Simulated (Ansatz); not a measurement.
Crystal: Ba2Tl5V3O12.

```
CELL_PARAMETERS angstrom
6.65272 0.04946 0.02017
2.86070 8.36464 0.00384
2.68279 2.46936 9.19569
ATOMIC_POSITIONS crystal
Ba 0.80419 0.04665 0.02264
Ba 0.21205 0.95157 0.34012
V 0.74540 0.70796 0.33582
V 0.25963 0.26599 0.03225
V 0.04074 0.07695 0.66106
Tl 0.25636 0.39847 0.35003
Tl 0.58966 0.34866 0.60553
Tl 0.57327 0.88069 0.66842
Tl 0.74552 0.49664 0.11648
Tl 0.11891 0.64206 0.74303
O 0.28433 0.09717 0.54175
O 0.85350 0.49575 0.34386
O 0.40255 0.20448 0.17282
O 0.88414 0.05377 0.55967
O 0.14017 0.47956 0.98899
O 0.54627 0.73631 0.48712
O 0.90594 0.24279 0.73262
O 0.61543 0.80058 0.18857
O 0.05538 0.16451 0.10164
O 0.08209 0.90404 0.80708
O 0.44178 0.20123 0.89187
O 0.94269 0.80417 0.30862
```

The cell was built by a generator and needn't be a form met in nature.

Program: Ansatz 0.2.0. Alike in all runs: potentials or basis all-electron LAPW, scalar-relativistic; spin collinear, ferromagnetic start; cell as given; k mesh 4 × 3 × 2; cutoff (eV) 492; smearing fermi-dirac 0.05 eV; basis error allowed 0.003 eV/atom.

Q: Order these runs on this cell by their pressure, lowest first.
A. level PBE
B. level PBEsol
C. level RPBE
D. level LDA

A: D (-4.8 GPa), B (-2.6 GPa), A (0.0 GPa), C (2.1 GPa).

Not every run made on this cell is shown here.
